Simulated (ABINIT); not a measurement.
Crystal: BiTe.

```xyz
2
Lattice="0.0000 3.2350 3.2350 3.2350 0.0000 3.2350 3.2350 3.2350 0.0000" Properties=species:S:1:pos:R:3 pbc="T T T"
Bi    0.0000    0.0000    0.0000
Te    3.2350    3.2350    3.2350
```

Base run:

```yaml
Program: ABINIT 10.8.3 (patched build)
Functional: PBE
Potentials_or_basis: JTH PAW PBE v2.0
Cutoff: 707 eV
k_mesh: 7 × 7 × 7
Occupations: fermi-dirac, width 0.05 eV
Spin: no spin polarisation
```

Its results: band gap on the k mesh none (metal or under the smearing width); pressure 0.6 GPa.

Q: After a change of settings the same cell gave: band gap on the k mesh none (metal or under the smearing width); pressure 1.9 GPa. Which change was it?
A. functional from PBE to PW91
B. functional from PBE to LDA
C. functional from PBE to RPBE
D. functional from PBE to WC

A: C.

RPBE binds less tightly than PBE, so the same cell stands under more pressure.

Caveats: spin-orbit coupling is left out, which moves the levels of the heavy elements; the PAW data sets were made with another functional, which shifts forces and pressure a little (some runs).
